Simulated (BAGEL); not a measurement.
# SiN2H5Cl (SMILES N[SiH](N)Cl): levels of theory compared

Aim: a comparison of 3 runs (HF/STO-3G, HF/6-31G*, RI-MP2/6-31G*) of SiN2H5Cl. 

The calculation is run with BAGEL 1.2.2.

32 further runs of the same task are left out: 8 that didn't finish, 24 set aside as unsound or not needed.

**1. The structure to begin with**

SiN2H5Cl: 9 atoms, total charge 0, spin state singlet. SMILES: `N[SiH](N)Cl`. The N3–H9 distance was set to 1.512 Å, away from the relaxed value. At this shape a bond of the SMILES string is far longer than usual.

Bond lengths: N1–Si2 1.699 Å, Si2–N3 1.697 Å, Si2–Cl4 2.073 Å, N1–H5 1.005 Å, N1–H6 1.006 Å, Si2–H7 1.482 Å, N3–H8 1.007 Å. Angles: N1–Si2–N3 107.9°, N1–Si2–Cl4 103.8°, N3–Si2–Cl4 116.7°, N1–Si2–H7 118.8°, N3–Si2–H7 105.8°, Cl4–Si2–H7 104.4°, Si2–N1–H5 121.2°, Si2–N1–H6 120.9°, Si2–N3–H8 120.2°, H5–N1–H6 112.8°. A long bond or contact: N3–H9 1.512 Å.

**2. The energy at HF/STO-3G (density fitting with qzvpp-jkfit) (run 1)**

The input, hf.json:

```json
{ "bagel": [

{
  "title": "molecule",
  "basis": "sto-3g",
  "df_basis": "qzvpp-jkfit",
  "angstrom": "true",
  "geometry": [
    { "atom": "N", "xyz": [   -0.038310,    1.362649,   -0.558097 ] },
    { "atom": "Si", "xyz": [    0.824590,   -0.099951,   -0.508597 ] },
    { "atom": "N", "xyz": [    0.530790,   -0.826951,    0.996503 ] },
    { "atom": "Cl", "xyz": [    0.159690,   -1.124751,   -2.183297 ] },
    { "atom": "H", "xyz": [   -0.326910,    1.767249,   -1.432097 ] },
    { "atom": "H", "xyz": [    0.057590,    2.045049,    0.175503 ] },
    { "atom": "H", "xyz": [    2.298090,   -0.064451,   -0.658197 ] },
    { "atom": "H", "xyz": [    1.150090,   -1.540551,    1.344703 ] },
    { "atom": "H", "xyz": [   -0.883700,   -1.015500,    1.494800 ] }
  ]
},
{
  "title": "hf"
},
{
  "title": "print",
  "file": "orbitals.molden",
  "orbitals": "true"
}

]}
```

The run is started by

```bash
$ BAGEL_NUM_THREADS=1 BAGEL hf.json > hf.out
```

The log of the run:

```text
* using 1 threads per process

  ===============================================================
  ===============================================================

  *** Geometry ***

  { "atom" : "N", "xyz" : [     -0.072395,      2.575033,     -1.054650 ] },
  { "atom" : "Si", "xyz" : [      1.558249,     -0.188880,     -0.961109 ] },
  { "atom" : "N", "xyz" : [      1.003048,     -1.562711,      1.883118 ] },
[... 5 lines of this table left out ...]
  { "atom" : "H", "xyz" : [     -1.669951,     -1.919017,      2.824763 ] },

  Number of auxiliary basis functions:      500

  Since a DF basis is specified, we compute 2- and 3-index integrals:
    o Being stored without compression. Storage requirement is 0.004 GB

  Number of basis functions:       33
  Number of electrons      :       50

    * METHOD: MOLECULE                             0.19

  *** RHF ***

  === Nuclear Repulsion ===
   224.6913717984

      * DIIS with orbital gradients will be used.

  === RHF iteration (sto-3g) ===
      0       -850.47401090          0.01250070           0.03
      1       -850.53288185          0.00344385           0.02
      2       -850.53776073          0.00091156           0.02
[... 9 lines of this table left out ...]
     12       -850.53827496          0.00000001           0.02
    * SCF iteration converged.

    * Permanent dipole moment:
           (   -0.405248,    -0.540899,    -0.905452) a.u.

    * METHOD: HF                                   0.41

    * METHOD: PRINT                                0.00

  ===============================================================
```

Run time: 0.72 s. Hardware: 1 thread of Arm Neoverse V1, shared host.

**3. The energy at HF/6-31G(d) (density fitting with qzvpp-jkfit, spherical functions) (run 2)**

The input, input.json:

```json
{ "bagel": [

{
  "title": "molecule",
  "basis": "6-31gs.json",
  "df_basis": "qzvpp-jkfit",
  "angstrom": true,
  "geometry": [
    { "atom": "N", "xyz": [   -0.038310,    1.362649,   -0.558097 ] },
    { "atom": "Si", "xyz": [    0.824590,   -0.099951,   -0.508597 ] },
    { "atom": "N", "xyz": [    0.530790,   -0.826951,    0.996503 ] },
    { "atom": "Cl", "xyz": [    0.159690,   -1.124751,   -2.183297 ] },
    { "atom": "H", "xyz": [   -0.326910,    1.767249,   -1.432097 ] },
    { "atom": "H", "xyz": [    0.057590,    2.045049,    0.175503 ] },
    { "atom": "H", "xyz": [    2.298090,   -0.064451,   -0.658197 ] },
    { "atom": "H", "xyz": [    1.150090,   -1.540551,    1.344703 ] },
    { "atom": "H", "xyz": [   -0.883700,   -1.015500,    1.494800 ] }
  ]
},
{ "title": "hf" },
{ "title": "print", "file": "orbitals.molden", "orbitals": true }

]}
```

The basis set 6-31G* is read from a file made from the Basis Set Exchange's data (not shown).

The run is started by

```bash
$ BAGEL_NUM_THREADS=1 BAGEL input.json > input.out
```

The log of the run:

```text
* using 1 threads per process

  ===============================================================
  ===============================================================

  *** Geometry ***

  { "atom" : "N", "xyz" : [     -0.072395,      2.575033,     -1.054650 ] },
  { "atom" : "Si", "xyz" : [      1.558249,     -0.188880,     -0.961109 ] },
  { "atom" : "N", "xyz" : [      1.003048,     -1.562711,      1.883118 ] },
[... 5 lines of this table left out ...]
  { "atom" : "H", "xyz" : [     -1.669951,     -1.919017,      2.824763 ] },

  Number of auxiliary basis functions:      500

  Since a DF basis is specified, we compute 2- and 3-index integrals:
    o Being stored without compression. Storage requirement is 0.022 GB

  Number of basis functions:       74
  Number of electrons      :       50

    * METHOD: MOLECULE                             0.26

  *** RHF ***

  === Nuclear Repulsion ===
   224.6913717984

      * DIIS with orbital gradients will be used.

  === RHF iteration (6-31gs.json) ===
      0       -859.95051775          0.02410508           0.07
      1       -860.12826453          0.01440597           0.07
      2       -860.21433206          0.00179329           0.06
[... 12 lines of this table left out ...]
     15       -860.21642962          0.00000001           0.06
    * SCF iteration converged.

    * Permanent dipole moment:
           (    0.014631,    -0.482464,    -0.897484) a.u.

    * METHOD: HF                                   1.17

    * METHOD: PRINT                                0.01

  ===============================================================
```

Run time: 1.6 s. Hardware: 1 thread of Arm Neoverse V1, shared host; peak memory 0.11 GiB.

**4. A single-point energy at RI-MP2/6-31G(d) (density fitting with qzvpp-jkfit, spherical functions) (run 3)**

The input, mp2.json:

```json
{ "bagel" : [

{
  "title" : "molecule",
  "basis" : "6-31gs.json",
  "df_basis" : "qzvpp-jkfit",
  "angstrom" : true,
  "geometry" : [
    { "atom" : "N", "xyz" : [      -0.038310,       1.362649,      -0.558097 ] },
    { "atom" : "Si", "xyz" : [       0.824590,      -0.099951,      -0.508597 ] },
    { "atom" : "N", "xyz" : [       0.530790,      -0.826951,       0.996503 ] },
    { "atom" : "Cl", "xyz" : [       0.159690,      -1.124751,      -2.183297 ] },
    { "atom" : "H", "xyz" : [      -0.326910,       1.767249,      -1.432097 ] },
    { "atom" : "H", "xyz" : [       0.057590,       2.045049,       0.175503 ] },
    { "atom" : "H", "xyz" : [       2.298090,      -0.064451,      -0.658197 ] },
    { "atom" : "H", "xyz" : [       1.150090,      -1.540551,       1.344703 ] },
    { "atom" : "H", "xyz" : [      -0.883700,      -1.015500,       1.494800 ] }
  ]
},

{
  "title" : "hf"
},

{
  "title" : "mp2",
  "ncore" : 12
}

]}
```

The basis set 6-31G* is read from a file made from the Basis Set Exchange's data (not shown).

The run is started by

```bash
$ BAGEL_NUM_THREADS=1 BAGEL mp2.json > mp2.out
```

The log of the run:

```text
* using 1 threads per process

  ===============================================================
  ===============================================================

  *** Geometry ***

  { "atom" : "N", "xyz" : [     -0.072395,      2.575033,     -1.054650 ] },
  { "atom" : "Si", "xyz" : [      1.558249,     -0.188880,     -0.961109 ] },
  { "atom" : "N", "xyz" : [      1.003048,     -1.562711,      1.883118 ] },
[... 5 lines of this table left out ...]
  { "atom" : "H", "xyz" : [     -1.669951,     -1.919017,      2.824763 ] },

[... 23 lines left out ...]
    * SCF iteration converged.
[... 1 line left out ...]
    * Permanent dipole moment:
[... 2 lines left out ...]
    * METHOD: HF                                   1.12

  *** RHF ***

  === Nuclear Repulsion ===
   224.6913717984

      * DIIS with orbital gradients will be used.

  === RHF iteration (6-31gs.json) ===
      0       -860.21642962          0.00000000           0.06
    * SCF iteration converged.

    * Permanent dipole moment:
           (    0.014631,    -0.482464,    -0.897484) a.u.

  === DF-MP2 calculation ===

    * freezing 12 orbitals
    * 3-index integral transformation done
    * assembly done

      MP2 correlation energy:   -0.5437701896      0.03

      MP2 total energy:       -860.7601998089

    * METHOD: MP2                                  0.16

  ===============================================================
```

It took 1.7 s on 1 thread of Arm Neoverse V1, shared host; peak memory 0.11 GiB.

**5. Overview of the runs**

| run | level | frozen core orbitals | energy (Eh) | dipole moment (D) | HOMO energy (eV) | LUMO energy (eV) | wall time |
| --- | --- | --- | --- | --- | --- | --- | --- |
| 1 | HF/STO-3G (density fitting with qzvpp-jkfit) | – | -850.538275 | 2.87 | -8.71 | 7.79 | 0.72 s |
| 2 | HF/6-31G* (density fitting with qzvpp-jkfit, spherical functions) | – | -860.216430 | 2.59 | -11.14 | 2.69 | 1.6 s |
| 3 | RI-MP2/6-31G* (density fitting with qzvpp-jkfit, spherical functions) | 12 | -860.760200 | – | – | – | 1.7 s |

**6. Results**

| quantity | value |
| --- | --- |
| run 3: total energy | -860.76020 Eh |
| run 3: correlation energy (12 core orbitals frozen) | -543.8 mEh |

In run 1 the basis is minimal, so the values are rough. All runs together took 4 s, the longest 1.7 s.
